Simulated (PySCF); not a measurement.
# BeN+: from the state search to spectroscopic constants

The task here is to estimate one member of a computed series from the others.

Method: Be 3-21G, N 3-21G, no relativity; program: PySCF 2.14.0.

Set-up of the first run:

A driver script around PySCF takes these settings:

```yaml
atoms: Be, N
charge: 1
basis: Be 3-21G, N 3-21G
Hamiltonian: no relativity
basis_functions: 18
electrons_treated: 10
masses_in_u: 9.0122, 14.0031
levels: PBE0, PBE, r²SCAN, r²SCANh, B97-3, B2PLYP, HF, MP2, SCS-MP2, CCSD, CCSD(T)
grid: 80 radial by 434 angular points
occupations: held fixed by the projection of orbital angular momentum
dissociation_limit: Be+ + N, each in its ground configuration
starting_distance_in_angstrom: 1.715
values_of_2S_to_try: 0, 2, 4
```

The run is started by

```
OMP_NUM_THREADS=1 python dia.py task.json out
```

Among the steps run: The job; First curve: PBE0; Higher solutions at PBE0; PBE (GGA); r²SCAN (meta-GGA); r²SCANh; B97-3 (global hybrid GGA); B2PLYP; ROHF (mean field); Correlated methods on the Hartree–Fock reference.

One of the session's tables, all rows but one given; the rest of the session is left out.

It belongs to the step «Constants by level of theory». 

```
       level  Re (Å)  ωe (cm⁻¹)  De (eV)
        ROHF   1.622        967   -0.122
    ROHF-MP2   1.654        901     1.03
ROHF-SCS-MP2   1.665        861     1.08
   ROHF-CCSD   1.718        666     1.35
ROHF-CCSD(T)   1.728        684     1.47
         PBE   1.661        875     2.40
      r²SCAN   1.693        781     1.86
     r²SCANh   1.691        759     1.76
        PBE0       ?          ?        ?
       B97-3   1.639        920     2.07
```

Estimate the missing values for PBE0.

The run gave: Re (Å): 1.648; ωe (cm⁻¹): 851; De (eV): 1.96. In the column «Re (Å)» it lies between B97-3 (1.639) and ROHF-MP2 (1.654).

De is counted to Be+ + N in their ground configurations.
